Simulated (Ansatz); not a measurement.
# BFH2O2Si: the cost of one run

The runs use Ansatz 0.2.0, Gaussian basis; the settings change from run to run.

## Step 1: The geometry

The structure was relaxed beforehand with PBE0-D4 in a triple-zeta def2 set.

7 atoms, charge 0, spin multiplicity 1.

Atoms are counted from 1 here; the program's logs count them from 0.

Bond lengths: F1–B2 1.309 Å, B2–O3 1.389 Å, B2–O5 1.389 Å, O3–Si4 1.682 Å, Si4–O5 1.682 Å, Si4–H6 1.476 Å, Si4–H7 1.476 Å. Angles: F1–B2–O3 126.2°, F1–B2–O5 126.2°, O3–B2–O5 107.6°, B2–O3–Si4 84.4°, O3–Si4–O5 83.6°, O3–Si4–H6 114.4°, O3–Si4–H7 114.4°, O5–Si4–H6 114.4°, O5–Si4–H7 114.4°, H6–Si4–H7 112.8°, B2–O5–Si4 84.4°.

As a file:

```
atom    x (Å)    y (Å)    z (Å)
  F1   0.0566  -1.5930  -1.9126
  B2   0.0313  -0.7569  -0.9061
  O3   0.0726  -1.0936   0.4411
 Si4  -0.0087   0.5678   0.6888
  O5  -0.0415   0.6278  -0.9915
  H6  -1.2520   1.0266   1.3390
  H7   1.2030   1.1532   1.2956
```

## Step 2: B2PLYP/x2c-TZVPPall

This run has high accuracy.

in.yaml

```yaml
crystal:
  periodic: [false, false, false]
  atoms:
    - {symbol: F, position_ang: [0.056624, -1.593023, -1.912622]}
    - {symbol: B, position_ang: [0.031308, -0.756941, -0.906088]}
    - {symbol: O, position_ang: [0.072577, -1.093563, 0.441146]}
    - {symbol: Si, position_ang: [-0.008720, 0.567833, 0.688791]}
    - {symbol: O, position_ang: [-0.041452, 0.627780, -0.991541]}
    - {symbol: H, position_ang: [-1.252003, 1.026647, 1.338997]}
    - {symbol: H, position_ang: [1.202965, 1.153168, 1.295616]}
basis:
  gaussian: {orbitals: x2c-TZVPPall}
hamiltonian: {xc: {name: B2PLYP}}
accuracy: high
output: {forces: true}
```

On the command line:

```console
ansatz run in.yaml --threads 2 --pin off --events-out ev --progress --plain --max-ram 4352MiB
```

**Question.** How long does this run take on 2 threads of Arm Neoverse V2, shared host, and how much memory does it need?

About 41 s, with a peak of 1 GiB.
